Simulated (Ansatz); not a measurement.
Working through an atomisation energy of CH₅BOS, SMILES COBS

Program: Ansatz 0.2.0 through its Python package.

Interactive session:
```pycon
>>> from collections import Counter
>>> import ansatz
>>> config = {
...     'basis_set': 'pcseg-2',
...     'xc': 'hf',
... }
>>> def energy_of(molecule, charge=0, unpaired=0):
...     calc = molecule.calculation().basis(gaussian=config['basis_set']).functional(config['xc'])
...     if charge:
...         calc = calc.charge(charge)
...     if unpaired:
...         calc = calc.spin('collinear', total=unpaired)
...     report = calc.run().report
...     if report['published_state_doubts']:
...         print('  doubts:', report['published_state_doubts'])
...     return report['free_energy_ev']
...
>>> molecule = (
...     ansatz.Crystal.molecule()
...     .atom('C', [0.6129, 0.708, -1.0189])
...     .atom('O', [0.8787, 0.053, 0.1492])
...     .atom('B', [-0.2696, -0.8405, 0.4645])
...     .atom('S', [-1.539, -0.2468, 1.6187])
...     .atom('H', [0.4351, 0.0534, -1.9123])
...     .atom('H', [-0.3371, 1.4114, -0.9004])
...     .atom('H', [1.4379, 1.4281, -1.2741])
...     .atom('H', [-0.2138, -1.9285, 0.0499])
...     .atom('H', [-0.9167, -0.6844, 2.8063])
... )
>>> # unpaired electrons of the ground-state atoms
>>> unpaired = {'C': 2, 'O': 2, 'B': 1, 'S': 2, 'H': 1}
>>> counts = Counter(site.symbol for site in molecule.cartesian_sites)
>>> atom_energy = {s: energy_of(ansatz.Crystal.molecule().atom(s, (0, 0, 0)), 0, unpaired[s]) for s in counts}
>>> whole = energy_of(molecule, 0, 0)
>>> for s, e in atom_energy.items():
...     print(f'{s:2s} x{counts[s]}  {e:14.5f} eV')
...
C  x1     -1025.57193 eV
O  x1     -2035.71309 eV
B  x1      -667.47373 eV
S  x1    -10816.57393 eV
H  x5       -13.60238 eV
>>> print(f'CH5BOS: {whole:.5f} eV')
CH5BOS: -14637.55787 eV
>>> split = sum(counts[s] * e for s, e in atom_energy.items()) - whole
>>> print(f'atomisation energy (no zero-point term): {23.060548 * split:.1f} kcal/mol, {split / sum(counts.values()):.3f} eV an atom')
atomisation energy (no zero-point term): 558.4 kcal/mol, 2.690 eV an atom
```

558.4 kcal/mol from the electronic energies, without the zero-point term.

Total energies depend on the basis set; only differences at equal settings carry meaning. The geometry is a force-field or estimated start, not a minimum of this method, and the basis set is short of its limit. All parts are taken at fixed geometry, without zero-point energy. Hartree-Fock leaves correlation out, so bond, atomisation and ionisation energies come out well too low. Timing: 2.6 s on 1 thread of Arm Neoverse V1 (shared host), peak memory 0.34 GiB.
